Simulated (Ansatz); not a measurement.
# Ta3HN3: the cost of one run

Computed with Ansatz 0.2.0 (DFT PBE, scalar-relativistic, plane waves, PAW, unless a step's input says otherwise).

6 further runs of the same task are left out: 1 for a broken database entry, 5 set aside as unsound or not needed. Runs told in other sessions of the task aren't counted.

### Step 1. The system as given

Symmetry: P4mm, No. 99, tetragonal system. The conventional cell has a = 3.123 Å, b = 3.123 Å, c = 21.591 Å, α = 90.00°, β = 90.00°, γ = 90.00°. Around Ta (site symmetry 4mm) lie 5 N at 2.14 to 2.21 Å. N (site symmetry 4mm) is surrounded by 5 Ta at 2.21 to 2.24 Å. Ta (site symmetry 4mm) has 6 N at 2.21 to 2.35 Å in its first shell of neighbours. Around N (site symmetry 4mm) lie 6 Ta at 2.13 to 2.21 Å. Ta (site symmetry 4mm) is surrounded by 5 N at 2.13 to 2.23 Å. N (site symmetry 4mm) is surrounded by 5 Ta at 2.23 to 2.35 Å. H (site symmetry 4mm) has 1 N at 2.75 Å and 4 H at 3.12 Å in its first shell of neighbours.

Structure file:

```cif
data_structure
_symmetry_space_group_name_H-M 'P4mm'
_symmetry_Int_Tables_number 99
_cell_length_a 3.1228
_cell_length_b 3.1228
_cell_length_c 21.5908
_cell_angle_alpha 90.000
_cell_angle_beta 90.000
_cell_angle_gamma 90.000
_cell_volume 210.55
loop_
_atom_site_label
_atom_site_type_symbol
_atom_site_symmetry_multiplicity
_atom_site_Wyckoff_symbol
_atom_site_fract_x
_atom_site_fract_y
_atom_site_fract_z
_atom_site_occupancy
Ta1 Ta 1 a 0.00000 0.00000 0.18526 1
N1 N 1 b 0.50000 0.50000 0.18526 1
Ta2 Ta 1 b 0.50000 0.50000 0.28904 1
N2 N 1 a 0.00000 0.00000 0.28439 1
Ta3 Ta 1 a 0.00000 0.00000 0.38324 1
N3 N 1 b 0.50000 0.50000 0.39789 1
H1 H 1 b 0.50000 0.50000 0.52526 1
```

This is the geometry of the first run shown, built on a cell relaxed beforehand with the same method.

### Step 2. The scan

Atoms count from 1 in the order of the input.

H is moved along a line over the surface and along the normal, above a rigid substrate.

The axes are (1) position of H7 along the diagonal of the surface cell, from above N6: 8 values from 0.00 to 3.86 Å, periodic; (2) height of H7 above the plane of N6: 8 values from 0.41 to 3.45 Å.

Nothing else is relaxed. Points are written as (first, second).

### Step 3. Point (0.00 Å, 2.75 Å)

The cell repeats along c, and a dipole correction in the vacuum removes the field between the copies.

The input, input.yaml:

```yaml
crystal:
  lattice:
    - [3.1228193035, 0.0, 0.0]
    - [0.0, 3.1228193035, 0.0]
    - [0.0, 0.0, 21.590839243]
  atoms:
    - { symbol: Ta, position: [0.0, 0.0, 0.1852637572] }
    - { symbol: "N", position: [0.5, 0.5, 0.1852637572] }
    - { symbol: Ta, position: [0.5, 0.5, 0.2890369107] }
    - { symbol: "N", position: [0.0, 0.0, 0.2843927699] }
    - { symbol: Ta, position: [0.0, 0.0, 0.3832407719] }
    - { symbol: "N", position: [0.5, 0.5, 0.397892789] }
    - { symbol: H, position: [0.5, 0.5, 0.5252616221], spin: 1.0 }
basis:
  ecutwfc: 420
kpoints:
  mp_grid: { grid: [9, 9, 1] }
hamiltonian:
  xc: pbe
  pseudopotentials: { kind: paw, azcp: { folder: soft_1 } }
scf:
  occupations: { method: gaussian, width: 0.1 }
output:
  forces: true
  eigenvalues: true
  populations: true
magnetization:
  spin_polarized: true
efield:
  axis: 3
  dipole_correction: true
  ramp_width: 0.04
```

The run is started by

```bash
> ansatz run input.yaml --threads 1 --pin off --max-ram 3072MiB --backend cpu --events-out ev --progress --plain --runs-dir out
```

**Question.** How long does this run take on 1 thread of Arm Neoverse V2, shared host, and how much memory does it need?

About 48 s, with a peak of 0.47 GiB.
